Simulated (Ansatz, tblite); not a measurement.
# In9P10 zinc blende ring sphere (In₉P₁₀H₂₈+): a ladder of methods and basis sets

The task here is to estimate one member of a computed series from the others.

Method: as each input shows; program: Ansatz 0.2.0, Gaussian basis.

Levels to be run: GFN1-xTB, GFN2-xTB, PBE-D4/def2-SVP, r2SCAN-D4/def2-SVP, r2SCANh-D4/def2-SVP, r2SCAN0-D4/def2-SVP, B3LYP-D4/def2-SVP, r2SCAN-D4/def2-mTZVP, MP2/def2-SVP, RPA/def2-SVP.

6 further runs of the same task are left out: 1 that didn't finish, 5 set aside as unsound or not needed.

## The relaxed structure

The singlet was relaxed beforehand with PBE-D4/def2-SVP.

47 atoms, charge 1, spin multiplicity 1.

Bond lengths: P1–In11 2.691 Å, P1–In12 2.600 Å, P1–H20 1.432 Å, P1–H21 1.432 Å, P2–In12 2.600 Å, P2–In13 2.690 Å, P2–H22 1.433 Å, P2–H23 1.432 Å, P3–In11 2.691 Å, P3–In15 2.600 Å, P3–H24 1.432 Å, P3–H25 1.432 Å, P4–In12 2.579 Å, P4–In15 2.579 Å, P4–In16 2.579 Å, P4–H26 1.432 Å, P5–In15 2.600 Å, P5–In17 2.691 Å and more. Angles: In11–P1–In12 132.3°, In11–P1–H20 107.1°, In11–P1–H21 108.0°, In12–P1–H20 101.9°, In12–P1–H21 104.9°, H20–P1–H21 97.2°, In12–P2–In13 132.4°, In12–P2–H22 104.8°, In12–P2–H23 101.9°, In13–P2–H22 108.0°, In13–P2–H23 107.1°, H22–P2–H23 97.2°, In11–P3–In15 132.3°, In11–P3–H24 108.0°, In11–P3–H25 107.1°, In15–P3–H24 104.8°, In15–P3–H25 101.9°, H24–P3–H25 97.2° and more.

In takes a core potential in the def2 sets. No spin-orbit coupling is included. The ion is computed in the gas phase, without counter-ions or solvent.

PBE0-D4/def2-SVP was run before; its log isn't repeated, and its numbers join the tables.

The first run:

Tight binding, by tblite at 300 K electronic temperature and without a spin-polarisation term:

```python
tblite.interface.Calculator('GFN1-xTB', numbers, positions, charge=1, uhf=0).singlepoint()
```

Tight binding, by tblite at 300 K electronic temperature and without a spin-polarisation term:

```python
tblite.interface.Calculator('GFN2-xTB', numbers, positions, charge=1, uhf=0).singlepoint()
```

start.molden holds the orbitals of an earlier run on this state, given as this run's starting guess.

Contents of in.yaml:

```yaml
crystal:
  periodic: [false, false, false]
  atoms:
    - {symbol: P, position_ang: [-3.565124, -0.696473, -2.328267]}
    - {symbol: P, position_ang: [-3.563901, 2.330364, 0.688817]}
    - {symbol: P, position_ang: [-0.694047, -3.567899, -2.324182]}
    - {symbol: P, position_ang: [-0.620330, -0.620152, 0.619967]}
    - {symbol: P, position_ang: [2.327996, -3.565815, 0.696957]}
    - {symbol: P, position_ang: [2.253125, -0.487382, -2.250596]}
    - {symbol: P, position_ang: [2.329720, -0.691017, 3.565699]}
    - {symbol: P, position_ang: [-0.484932, 2.250559, -2.255978]}
    - {symbol: P, position_ang: [2.248599, 2.253271, 0.486498]}
    - {symbol: P, position_ang: [-0.697653, 2.327481, 3.566399]}
    - {symbol: In, position_ang: [-3.105555, -3.109430, -3.426788]}
    - {symbol: In, position_ang: [-2.085726, 0.878331, -0.882254]}
    - {symbol: In, position_ang: [-3.114052, 3.418588, 3.107877]}
    - {symbol: In, position_ang: [0.515000, 0.508918, -3.981195]}
    - {symbol: In, position_ang: [0.880081, -2.088110, -0.877742]}
    - {symbol: In, position_ang: [0.877138, 0.879966, 2.088493]}
    - {symbol: In, position_ang: [3.422703, -3.107353, 3.111766]}
    - {symbol: In, position_ang: [3.976439, 0.510330, -0.506382]}
    - {symbol: In, position_ang: [0.504718, 3.977501, -0.510670]}
    - {symbol: H, position_ang: [-3.979822, 0.176520, -3.385350]}
    - {symbol: H, position_ang: [-4.820693, -0.755188, -1.641236]}
    - {symbol: H, position_ang: [-4.824379, 1.651356, 0.737595]}
    - {symbol: H, position_ang: [-3.966459, 3.393022, -0.183009]}
    - {symbol: H, position_ang: [-0.754180, -4.822220, -1.635004]}
    - {symbol: H, position_ang: [0.180188, -3.984917, -3.379286]}
    - {symbol: H, position_ang: [-1.447769, -1.445897, 1.446924]}
    - {symbol: H, position_ang: [1.643311, -4.822698, 0.752529]}
    - {symbol: H, position_ang: [3.387398, -3.977149, -0.174616]}
    - {symbol: H, position_ang: [2.997192, -1.468364, -2.990630]}
    - {symbol: H, position_ang: [1.649565, -0.741184, 4.825412]}
    - {symbol: H, position_ang: [3.391334, 0.181293, 3.969807]}
    - {symbol: H, position_ang: [-1.466295, 2.991805, -2.998396]}
    - {symbol: H, position_ang: [2.989489, 2.996550, 1.467450]}
    - {symbol: H, position_ang: [-0.751022, 1.643651, 4.823979]}
    - {symbol: H, position_ang: [0.172841, 3.388504, 3.976053]}
    - {symbol: H, position_ang: [-4.148811, -4.151947, -2.528904]}
    - {symbol: H, position_ang: [-2.761404, -2.768035, -5.076709]}
    - {symbol: H, position_ang: [-4.154417, 2.508511, 4.143006]}
    - {symbol: H, position_ang: [-2.780215, 5.072870, 2.777075]}
    - {symbol: H, position_ang: [-0.728599, -0.734529, -4.021837]}
    - {symbol: H, position_ang: [1.325639, 1.316298, -5.270896]}
    - {symbol: H, position_ang: [5.075602, -2.772188, 2.775465]}
    - {symbol: H, position_ang: [2.516772, -4.145408, 4.152822]}
    - {symbol: H, position_ang: [4.010171, -0.731968, 0.739115]}
    - {symbol: H, position_ang: [5.272183, 1.315707, -1.309605]}
    - {symbol: H, position_ang: [-0.741113, 4.008706, 0.731443]}
    - {symbol: H, position_ang: [1.309269, 5.275221, -1.311599]}
basis:
  gaussian: {orbitals: def2-SVP, fitting: {mean_field: def2-universal-jkfit}, initial_orbitals: start.molden}
total_charge: 1
hamiltonian: {xc: pbe, dispersion: d4}
scf: {omitted_lower_state_checks: [starts]}
output: {forces: true, orbitals: {seedname: orbitals}}
```

Command:

```
$ ansatz run in.yaml --threads 2 --pin off --events-out ev --progress --plain --max-ram 32768MiB --backend cuda --devices 0, --max-vram 18GiB
```

Steps of the session up to this table: PBE-D4/def2-SVP; r2SCAN-D4/def2-SVP; r2SCANh-D4/def2-SVP; r2SCAN0-D4/def2-SVP; B3LYP-D4/def2-SVP; r2SCAN-D4/def2-mTZVP; MP2/def2-SVP; RPA/def2-SVP.

One table of the session follows, with a row left open; its other results are not shown here.

| level | HOMO (eV) | LUMO (eV) | gap (eV) |
| --- | --- | --- | --- |
| PBE-D4/def2-SVP | -8.43 | -5.03 | 3.40 |
| r2SCAN-D4/def2-SVP | -8.68 | -4.88 | 3.80 |
| r2SCAN-D4/def2-mTZVP | -8.74 | -4.92 | 3.82 |
| r2SCANh-D4/def2-SVP | -9.04 | -4.63 | 4.40 |
| B3LYP-D4/def2-SVP | ? | ? | ? |
| PBE0-D4/def2-SVP | -9.42 | -4.35 | 5.07 |
| r2SCAN0-D4/def2-SVP | -9.58 | -4.27 | 5.32 |

Q: Estimate the row for B3LYP-D4/def2-SVP from the others.

**Answer.** HOMO (eV): -9.21; LUMO (eV): -4.51; gap (eV): 4.70. In the column «HOMO (eV)» it lies between PBE0-D4/def2-SVP (-9.42) and r2SCANh-D4/def2-SVP (-9.04).
